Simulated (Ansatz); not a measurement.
**CH₅BSSi: up Jacob's ladder to CCSD(T)**

The task here is to estimate one member of a computed series from the others.

Method: functionals in def2-TZVPP, the program's frozen cores in correlated methods; program: Ansatz 0.2.0, Gaussian basis.

Plan: LDA (SPW92), PBE-D4, revPBE-D4, BLYP-D4, r2SCAN-D4, B97M-V, PBE0-D4, B3LYP-D4, r2SCANh-D4, r2SCAN0-D4, HSE06-D4, BHLYP-D4, CAM-B3LYP-D4, LC-ωPBE, ωB97X-V, ωB97M-V, B2PLYP, PBE-QIDH; CCSD(T)/def2-SVP; CCSD(T)/def2-TZVPP; MP2/def2-QZVPP; extrapolation to the limit; RPA on PBE.

## The geometry

The geometry comes from an earlier relaxation with PBE0-D4 in a triple-zeta def2 set; it is a stationary point, not always the lowest conformer.

SMILES `C[SiH]1BS1`, 9 atoms, charge 0, spin multiplicity 1.

Atoms are counted from 1 here; the program's logs count them from 0.

Bond lengths: C1–Si2 1.864 Å, C1–H5 1.091 Å, C1–H6 1.094 Å, C1–H7 1.092 Å, Si2–B3 1.931 Å, Si2–S4 2.172 Å, Si2–H8 1.484 Å, B3–S4 1.770 Å, B3–H9 1.185 Å. Angles: Si2–C1–H5 110.6°, Si2–C1–H6 109.9°, Si2–C1–H7 111.0°, H5–C1–H6 108.4°, H5–C1–H7 108.8°, H6–C1–H7 108.0°, C1–Si2–B3 125.6°, C1–Si2–S4 116.2°, C1–Si2–H8 111.9°, B3–Si2–S4 50.7°, B3–Si2–H8 121.7°, S4–Si2–H8 112.4°, Si2–B3–S4 71.7°, Si2–B3–H9 156.3°, S4–B3–H9 132.0°, Si2–S4–B3 57.6°.

Set-up of the first run:

File in.yaml:

```yaml
crystal:
  periodic: [false, false, false]
  atoms:
    - {symbol: C, position_ang: [-0.467593, 1.367558, -0.015481]}
    - {symbol: Si, position_ang: [0.214297, -0.287679, -0.533463]}
    - {symbol: B, position_ang: [0.871448, -1.656192, 0.659488]}
    - {symbol: S, position_ang: [-0.808574, -2.035654, 0.251648]}
    - {symbol: H, position_ang: [-0.682505, 1.376863, 1.054127]}
    - {symbol: H, position_ang: [0.262244, 2.153750, -0.227910]}
    - {symbol: H, position_ang: [-1.384327, 1.600781, -0.561501]}
    - {symbol: H, position_ang: [0.423488, -0.364860, -2.000935]}
    - {symbol: H, position_ang: [1.660120, -2.200966, 1.356726]}
basis:
  gaussian: {orbitals: def2-TZVPP}
hamiltonian: {xc: lda}
output: {orbitals: {seedname: orbitals}}
```

Launch:

```sh
$ ansatz run in.yaml --threads 2 --pin off --events-out ev --progress --plain --max-ram 4352MiB
```

Among the steps run: LDA; PBE-D4 (GGA); revPBE-D4 (GGA); BLYP-D4 (GGA); r2SCAN-D4 (meta-GGA); B97M-V (meta-GGA); PBE0-D4 (hybrid); B3LYP-D4 (hybrid); r2SCANh-D4 (hybrid); r2SCAN0-D4 (hybrid); HSE06-D4 (hybrid); BHLYP-D4 (hybrid); CAM-B3LYP-D4 (range-separated); LC-ωPBE (range-separated); ωB97X-V (range-separated); ωB97M-V (range-separated); B2PLYP (double hybrid); PBE-QIDH (double hybrid).

One table of the session follows, with a row left open; its other results are not shown here.

It belongs to the step «Orbital energies across the functionals». 

| functional | HOMO (eV) | LUMO (eV) | gap (eV) |
| --- | --- | --- | --- |
| LDA (SPW92) | -6.04 | -2.78 | 3.26 |
| PBE-D4 | -5.92 | -2.56 | 3.37 |
| revPBE-D4 | -5.88 | -2.47 | 3.41 |
| BLYP-D4 | -5.77 | -2.36 | 3.42 |
| r2SCAN-D4 | -6.13 | -2.33 | 3.80 |
| B97M-V | -6.16 | -2.32 | 3.85 |
| PBE0-D4 | -7.00 | -1.64 | 5.36 |
| B3LYP-D4 | -6.79 | -1.79 | 5.00 |
| r2SCANh-D4 | -6.52 | -2.00 | 4.53 |
| r2SCAN0-D4 | -7.12 | -1.51 | 5.61 |
| HSE06-D4 | ? | ? | ? |
| BHLYP-D4 | -7.94 | -0.57 | 7.37 |
| CAM-B3LYP-D4 | -8.25 | -0.48 | 7.77 |
| LC-ωPBE | -9.55 | 0.60 | 10.15 |
| ωB97X-V | -9.22 | 0.53 | 9.75 |
| ωB97M-V | -9.03 | 0.36 | 9.40 |

Estimate the missing values for HSE06-D4.

The run gave: HOMO (eV): -6.60; LUMO (eV): -2.02; gap (eV): 4.58. In the column «HOMO (eV)» it lies between B3LYP-D4 (-6.79) and r2SCANh-D4 (-6.52).
